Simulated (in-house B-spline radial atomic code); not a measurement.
# Zr²⁺: excited configurations in jj coupling, part 2 of 2

Aim: the energies of several excited configurations of Zr²⁺ above a reference configuration, each from its own self-consistent run.

Calculated with an in-house B-spline radial atomic code; Dirac-Coulomb Hartree-Fock. Aim: the energies of several excited configurations of Zr²⁺ above a reference configuration, each from its own self-consistent run. Earlier steps stand in the parts before.

**7. 1s2 2s2 2p6 3s2 3p6 3d10 4s2 4p6 4d+1 7p-1**

The run's settings:

```ini
Z = 40
electrons = 38.0
configuration = 1s2 2s2 2p6 3s2 3p6 3d10 4s2 4p6 4d+1 7p-1
hamiltonian = dirac
method = hf
spin_polarised = False
nucleus = fermi
rms_radius = 4.2694
mass_number = 90
atomic_mass = 89.904698755
speed_of_light = 137.035999084
```

From the record:

```text
status: converged
scf [iteration, energy, orbital gradient]:
  - [1, -3592.46666729, 0.516]
  - [2, -3595.37382414, 0.145]
  - [3, -3595.79891007, 0.0347]
  - [4, -3595.83312603, 0.0136]
  - [5, -3595.83677172, 0.00479]
  - [6, -3595.83725056, 0.000451]
  - [7, -3595.83725516, 8.22e-05]
  - [8, -3595.83725535, 6.25e-06]
  - [9, -3595.83725535, 5.16e-07]
  - [10, -3595.83725535, 5.33e-08]
energy [hartree]: {"total": -3595.83725535, "kinetic": 3717.04361747, "nuclear": -8647.56590859, "coulomb": 1446.15603586, "exact_exchange": -111.471000096}
breit [hartree]: {"gaunt": 2.275383, "retardation": -0.2233938, "frequency_dependence": -0.01297945}
qed [hartree]: {"self_energy": 1.525997, "uehling": -0.1686991, "wichmann_kroll": 0.002323281}
recoil [hartree]: 0.01559657
total_with_corrections [hartree]: -3592.42302809
orbitals [hartree, bohr; first row names the columns]:
  - ["name", "occ", "eps", "<r>"]
  - ["1s1/2", 2.0, -666.43569, 0.037054]
  - ["2s1/2", 2.0, -95.756583, 0.16191]
  - ["2p1/2", 2.0, -87.411823, 0.13873]
  - ["2p3/2", 4.0, -84.237066, 0.14306]
  - ["3s1/2", 2.0, -17.601779, 0.45524]
  - ["3p1/2", 2.0, -14.438681, 0.45271]
  - ["3p3/2", 4.0, -13.913452, 0.46257]
  - ["3d3/2", 4.0, -8.3534573, 0.44907]
  - ["3d5/2", 6.0, -8.2641156, 0.45235]
  - ["4s1/2", 2.0, -3.3848974, 1.2114]
  - ["4p1/2", 2.0, -2.3946836, 1.3274]
  - ["4p3/2", 4.0, -2.3462884, 1.3565]
  - ["4d5/2", 1.0, -1.1279826, 1.8522]
  - ["7p1/2", 1.0, -0.19021152, 11.605]
sum_r [bohr^k]: {"-1": 216.1902, "1": 33.3852, "2": 174.7426}
energy_minus_base [hartree]: 0.611168213
energy_minus_base_with_corrections [hartree]: 0.611280903
```

Run time: 1.5 s. Hardware: 1 thread, shared host.

**8. 1s2 2s2 2p6 3s2 3p6 3d10 4s2 4p-2 4p+3 4d+2 6d-1**

The settings differ from step 7 so:

```diff
@@ -2,3 +2,3 @@
 electrons = 38.0
-configuration = 1s2 2s2 2p6 3s2 3p6 3d10 4s2 4p6 4d+1 7p-1
+configuration = 1s2 2s2 2p6 3s2 3p6 3d10 4s2 4p-2 4p+3 4d+2 6d-1
 hamiltonian = dirac
```

From the record:

```text
status: converged
scf [iteration, energy, orbital gradient]:
  - [1, -3590.83728269, 0.517]
  - [2, -3594.07392777, 0.153]
  - [3, -3594.63991769, 0.0367]
  - [4, -3594.68512956, 0.0132]
  - [5, -3594.68997179, 0.00473]
  - [6, -3594.69057013, 0.000882]
  - [7, -3594.69058045, 0.000136]
  - [8, -3594.69058084, 2.46e-05]
  - [9, -3594.69058085, 1.55e-06]
  - [10, -3594.69058085, 1.48e-07]
energy [hartree]: {"total": -3594.69058085, "kinetic": 3715.88079434, "nuclear": -8641.92483374, "coulomb": 1442.12070339, "exact_exchange": -110.767244845}
breit [hartree]: {"gaunt": 2.273677, "retardation": -0.2230797, "frequency_dependence": -0.01293124}
qed [hartree]: {"self_energy": 1.525992, "uehling": -0.1687099, "wichmann_kroll": 0.002323424}
recoil [hartree]: 0.01559278
total_with_corrections [hartree]: -3591.27771582
orbitals [hartree, bohr; first row names the columns]:
  - ["name", "occ", "eps", "<r>"]
  - ["1s1/2", 2.0, -666.57127, 0.037054]
  - ["2s1/2", 2.0, -95.867706, 0.1619]
  - ["2p1/2", 2.0, -87.526353, 0.13872]
  - ["2p3/2", 4.0, -84.348696, 0.14306]
  - ["3s1/2", 2.0, -17.703514, 0.45518]
  - ["3p1/2", 2.0, -14.543278, 0.45257]
  - ["3p3/2", 4.0, -14.009768, 0.46306]
  - ["3d3/2", 4.0, -8.4572701, 0.44874]
  - ["3d5/2", 6.0, -8.3708895, 0.45176]
  - ["4s1/2", 2.0, -3.4015974, 1.2041]
  - ["4p1/2", 2.0, -2.4360851, 1.3153]
  - ["4p3/2", 3.0, -2.4224399, 1.3441]
  - ["4d5/2", 2.0, -1.133013, 1.8254]
  - ["6d3/2", 1.0, -0.21590181, 9.5522]
sum_r [bohr^k]: {"-1": 216.0491, "1": 31.69504, "2": 128.4136}
energy_minus_base [hartree]: 1.75784272
energy_minus_base_with_corrections [hartree]: 1.75659318
```

Run time: 1.5 s. Hardware: 1 thread, shared host.

**9. Run with 1s2 2s2 2p6 3s2 3p6 3d10 4s2 4p-1 4p+4 4d+2 8f+1**

The settings differ from step 8 so:

```diff
@@ -2,3 +2,3 @@
 electrons = 38.0
-configuration = 1s2 2s2 2p6 3s2 3p6 3d10 4s2 4p-2 4p+3 4d+2 6d-1
+configuration = 1s2 2s2 2p6 3s2 3p6 3d10 4s2 4p-1 4p+4 4d+2 8f+1
 hamiltonian = dirac
```

From the record:

```text
status: converged
scf [iteration, energy, orbital gradient]:
  - [1, -3590.57125985, 0.517]
  - [2, -3593.91872487, 0.153]
  - [3, -3594.47918162, 0.0376]
  - [4, -3594.52539772, 0.0137]
  - [5, -3594.53021472, 0.00474]
  - [6, -3594.53085828, 0.000541]
  - [7, -3594.53086667, 6.32e-05]
  - [8, -3594.53086692, 1.09e-05]
  - [9, -3594.53086692, 6.72e-07]
  - [10, -3594.53086692, 6.15e-08]
energy [hartree]: {"total": -3594.53086692, "kinetic": 3715.57776555, "nuclear": -8638.30427599, "coulomb": 1438.99871476, "exact_exchange": -110.803071243}
breit [hartree]: {"gaunt": 2.272552, "retardation": -0.2230841, "frequency_dependence": -0.01299078}
qed [hartree]: {"self_energy": 1.526134, "uehling": -0.1687072, "wichmann_kroll": 0.002323383}
recoil [hartree]: 0.01559053
total_with_corrections [hartree]: -3591.11904857
orbitals [hartree, bohr; first row names the columns]:
  - ["name", "occ", "eps", "<r>"]
  - ["1s1/2", 2.0, -666.66019, 0.037053]
  - ["2s1/2", 2.0, -95.953434, 0.1619]
  - ["2p1/2", 2.0, -87.601094, 0.13874]
  - ["2p3/2", 4.0, -84.440038, 0.14305]
  - ["3s1/2", 2.0, -17.788879, 0.45514]
  - ["3p1/2", 2.0, -14.608438, 0.45335]
  - ["3p3/2", 4.0, -14.104677, 0.46236]
  - ["3d3/2", 4.0, -8.536388, 0.4485]
  - ["3d5/2", 6.0, -8.4598064, 0.45185]
  - ["4s1/2", 2.0, -3.4808376, 1.2039]
  - ["4p1/2", 1.0, -2.5511036, 1.3112]
  - ["4p3/2", 4.0, -2.4907963, 1.3446]
  - ["4d5/2", 2.0, -1.2396606, 1.7982]
  - ["8f7/2", 1.0, -0.072624668, 28.858]
sum_r [bohr^k]: {"-1": 215.9586, "1": 50.97108, "2": 967.4005}
energy_minus_base [hartree]: 1.91755664
energy_minus_base_with_corrections [hartree]: 1.91526043
```

Run time: 3.4 s. Hardware: 1 thread, shared host.

**10. 1s2 2s2 2p6 3s2 3p6 3d-4 3d+5 4s2 4p6 4d+2 7p-1**

The settings differ from step 9 so:

```diff
@@ -2,3 +2,3 @@
 electrons = 38.0
-configuration = 1s2 2s2 2p6 3s2 3p6 3d10 4s2 4p-1 4p+4 4d+2 8f+1
+configuration = 1s2 2s2 2p6 3s2 3p6 3d-4 3d+5 4s2 4p6 4d+2 7p-1
 hamiltonian = dirac
```

From the record:

```text
status: converged
scf [iteration, energy, orbital gradient]:
  - [1, -3583.27892313, 0.517]
  - [2, -3588.11625598, 0.199]
  - [3, -3589.01814363, 0.0496]
  - [4, -3589.09877105, 0.0172]
  - [5, -3589.10678338, 0.00667]
  - [6, -3589.10798488, 0.000734]
  - [7, -3589.10799557, 6.89e-05]
  - [8, -3589.1079958, 9.69e-06]
  - [9, -3589.1079958, 9.52e-07]
  - [10, -3589.1079958, 8.9e-08]
energy [hartree]: {"total": -3589.1079958, "kinetic": 3710.59858965, "nuclear": -8610.49544372, "coulomb": 1419.92773113, "exact_exchange": -109.138872864}
breit [hartree]: {"gaunt": 2.275384, "retardation": -0.2234035, "frequency_dependence": -0.01301953}
qed [hartree]: {"self_energy": 1.526896, "uehling": -0.1687889, "wichmann_kroll": 0.00232452}
recoil [hartree]: 0.01561264
total_with_corrections [hartree]: -3585.69299103
orbitals [hartree, bohr; first row names the columns]:
  - ["name", "occ", "eps", "<r>"]
  - ["1s1/2", 2.0, -667.39924, 0.037055]
  - ["2s1/2", 2.0, -96.76285, 0.16185]
  - ["2p1/2", 2.0, -88.439392, 0.13871]
  - ["2p3/2", 4.0, -85.226592, 0.14297]
  - ["3s1/2", 2.0, -18.314602, 0.45165]
  - ["3p1/2", 2.0, -15.189891, 0.44794]
  - ["3p3/2", 4.0, -14.571328, 0.45787]
  - ["3d3/2", 4.0, -9.135612, 0.43984]
  - ["3d5/2", 5.0, -9.0368184, 0.44234]
  - ["4s1/2", 2.0, -3.6111103, 1.176]
  - ["4p1/2", 2.0, -2.5746332, 1.2776]
  - ["4p3/2", 4.0, -2.5431739, 1.3077]
  - ["4d5/2", 2.0, -1.2258501, 1.7333]
  - ["7p1/2", 1.0, -0.193093, 11.43]
sum_r [bohr^k]: {"-1": 215.2634, "1": 33.88296, "2": 171.7525}
energy_minus_base [hartree]: 7.34042777
energy_minus_base_with_corrections [hartree]: 7.34131796
```

Wall time 1.6 s (1 thread, shared host).

Radial density 4πr²n(r) and radial functions P(r) = rR(r):

```csv
r (bohr),4πr²n,3d5/2,4d5/2,7p1/2
0.00434,8.910,0.0001,0.0000,0.0010
0.00702,18.05,0.0004,0.0001,0.0022
0.0114,32.22,0.0018,0.0005,0.0047
0.0184,46.52,0.0068,0.0020,0.0100
0.0297,50.15,0.0245,0.0072,0.0196
0.0480,43.01,0.0822,0.0242,0.0334
0.0776,50.72,0.2440,0.0715,0.0433
0.125,60.88,0.5991,0.1731,0.0282
0.203,38.76,1.1473,0.3172,-0.0267
0.328,43.54,1.5140,0.3531,-0.0673
0.530,28.74,1.2198,0.0635,-0.0003
0.857,9.978,0.4998,-0.4953,0.1086
1.39,7.900,0.0778,-0.8171,0.0330
2.24,1.519,0.0027,-0.5849,-0.1759
3.62,0.07383,-0.0003,-0.1758,-0.0650
5.85,0.06681,0.0000,-0.0139,0.2577
9.47,0.05150,0.0000,-0.0001,-0.2269
15.3,0.06619,0.0000,0.0000,-0.2573
24.7,0.0001575,0.0000,0.0000,-0.0125
40.0,1.534e-10,0.0000,0.0000,0.0000
```

On the record's full grid the radial density has clear maxima near r = 0.023, 0.12, 0.33, 5.8, 12 bohr.

**11. Energies above the reference**

This closing draws on all 2 parts.

| net move | configuration | energy above the reference (eV) | with Breit, QED, recoil (eV) | largest <r> (bohr) |
| --- | --- | --- | --- | --- |
| 4d3/2 → 6p1/2 | 1s2 2s2 2p6 3s2 3p6 3d10 4s2 4p6 4d-1 6p-1 | 13.366 | 13.377 | 7.19 |
| 2×4d3/2 → 4d5/2, 7p1/2 | 1s2 2s2 2p6 3s2 3p6 3d10 4s2 4p6 4d+1 7p-1 | 16.631 | 16.634 | 11.6 |
| 4p3/2 → 5d3/2 | 1s2 2s2 2p6 3s2 3p6 3d10 4s2 4p-2 4p+3 4d-2 5d-1 | 42.144 | 42.124 | 5.38 |
| 2×4d3/2, 4p3/2 → 2×4d5/2, 6d3/2 | 1s2 2s2 2p6 3s2 3p6 3d10 4s2 4p-2 4p+3 4d+2 6d-1 | 47.833 | 47.799 | 9.55 |
| 2×4d3/2, 4p1/2 → 2×4d5/2, 6f5/2 | 1s2 2s2 2p6 3s2 3p6 3d10 4s2 4p-1 4p+4 4d+2 6f-1 | 50.664 | 50.602 | 15.4 |
| 2×4d3/2, 4p1/2 → 2×4d5/2, 8f7/2 | 1s2 2s2 2p6 3s2 3p6 3d10 4s2 4p-1 4p+4 4d+2 8f+1 | 52.179 | 52.117 | 28.9 |
| 3d5/2, 2×4d3/2 → 3×4d5/2 | 1s2 2s2 2p6 3s2 3p6 3d-4 3d+5 4s2 4p6 4d+3 | 181.47 | 181.48 | 1.86 |
| 3d5/2, 2×4d3/2 → 2×4d5/2, 6d5/2 | 1s2 2s2 2p6 3s2 3p6 3d-4 3d+5 4s2 4p6 4d+2 6d+1 | 198.99 | 199.01 | 9.37 |
| 3d5/2, 2×4d3/2 → 2×4d5/2, 7p1/2 | 1s2 2s2 2p6 3s2 3p6 3d-4 3d+5 4s2 4p6 4d+2 7p-1 | 199.74 | 199.77 | 11.4 |

**Reading.** The lowest of them is 4d3/2 → 6p1/2 at 13.366 eV and the highest 3d5/2, 2×4d3/2 → 2×4d5/2, 7p1/2 at 199.74 eV. Koopmans' estimate of the ionisation threshold is 22.204 eV; 7 configurations exceed it by over 2 % and could autoionise. Two partly filled shells share a symmetry and can mix in the average, which may lower the energy, for: 4p3/2 → 5d3/2; 3d5/2, 2×4d3/2 → 3×4d5/2; 3d5/2, 2×4d3/2 → 2×4d5/2, 6d5/2; 3d5/2, 2×4d3/2 → 2×4d5/2, 7p1/2. These are averages over configurations, without correlation, not spectroscopic levels.
